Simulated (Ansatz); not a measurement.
# C3H8BFSi: the cost of one run

Program: Ansatz 0.2.0. Level of theory: RKS PBE-D4/STO-3G. These are calculated values, not measurements.

## Step 1: The starting structure

Bond lengths: C1–C2 1.398 Å, C2–B3 1.581 Å, B3–C4 1.544 Å, C4–F5 1.384 Å, C4–Si6 1.852 Å, C1–H7 1.066 Å, C1–H8 1.036 Å, C2–H9 1.119 Å, B3–H10 1.174 Å, C4–H11 1.197 Å, Si6–H12 1.485 Å, Si6–H13 1.507 Å, Si6–H14 1.492 Å. Angles (14 of 21 angles, heavy atoms first): C1–C2–B3 121.9°, C2–B3–C4 122.5°, B3–C4–F5 111.0°, B3–C4–Si6 114.5°, F5–C4–Si6 111.3°, C1–C2–H9 119.2°, B3–C2–H9 118.8°, C2–C1–H7 118.9°, C2–C1–H8 117.6°, C2–B3–H10 117.9°, C4–B3–H10 119.5°, B3–C4–H11 106.4°, F5–C4–H11 106.3°, Si6–C4–H11 106.8°.

Structure file:

```xyz
14

C     0.7316   -2.6051    0.5773
C     0.0024   -1.4159    0.4845
B     0.0945   -0.4750   -0.7832
C    -0.6446    0.8783   -0.8673
F    -0.5962    1.3920   -2.1512
Si   -0.0943    2.1310    0.3803
H     1.3686   -2.8836   -0.2310
H     0.6193   -3.1708    1.4380
H    -0.6392   -1.0999    1.3454
H     0.7927   -0.8093   -1.6662
H    -1.7975    0.6483   -0.6407
H     1.3420    2.4154    0.1349
H    -0.9273    3.3800    0.2495
H    -0.2651    1.5853    1.7585
```

## Step 2: Preparing the start

The input, input.yaml:

```yaml
crystal:
  periodic: [false, false, false]
  atoms:
    - { symbol: C, position_ang: [0.7316, -2.6051, 0.5773] }
    - { symbol: C, position_ang: [0.0024, -1.4159, 0.4845] }
    - { symbol: B, position_ang: [0.0945, -0.475, -0.7832] }
    - { symbol: C, position_ang: [-0.6446, 0.8783, -0.8673] }
    - { symbol: F, position_ang: [-0.5962, 1.392, -2.1512] }
    - { symbol: Si, position_ang: [-0.0943, 2.131, 0.3803] }
    - { symbol: H, position_ang: [1.3686, -2.8836, -0.231] }
    - { symbol: H, position_ang: [0.6193, -3.1708, 1.438] }
    - { symbol: H, position_ang: [-0.6392, -1.0999, 1.3454] }
    - { symbol: H, position_ang: [0.7927, -0.8093, -1.6662] }
    - { symbol: H, position_ang: [-1.7975, 0.6483, -0.6407] }
    - { symbol: H, position_ang: [1.342, 2.4154, 0.1349] }
    - { symbol: H, position_ang: [-0.9273, 3.38, 0.2495] }
    - { symbol: H, position_ang: [-0.2651, 1.5853, 1.7585] }
basis:
  gaussian: { orbitals: STO-3G }
hamiltonian:
  xc: pbe
  dispersion: d4
relax:
  f_tol: 0.02
  max_steps: 40
scf:
  lower_state_search: "off"
```

The run is started by

```sh
$ ansatz run input.yaml --threads 1 --pin off --max-ram 2048MiB --backend cpu --events-out ev --progress --plain --runs-dir out
```

What time and memory should one allow on 1 thread of Arm Neoverse V1, shared host?

About 44 s, with a peak of 0.14 GiB.
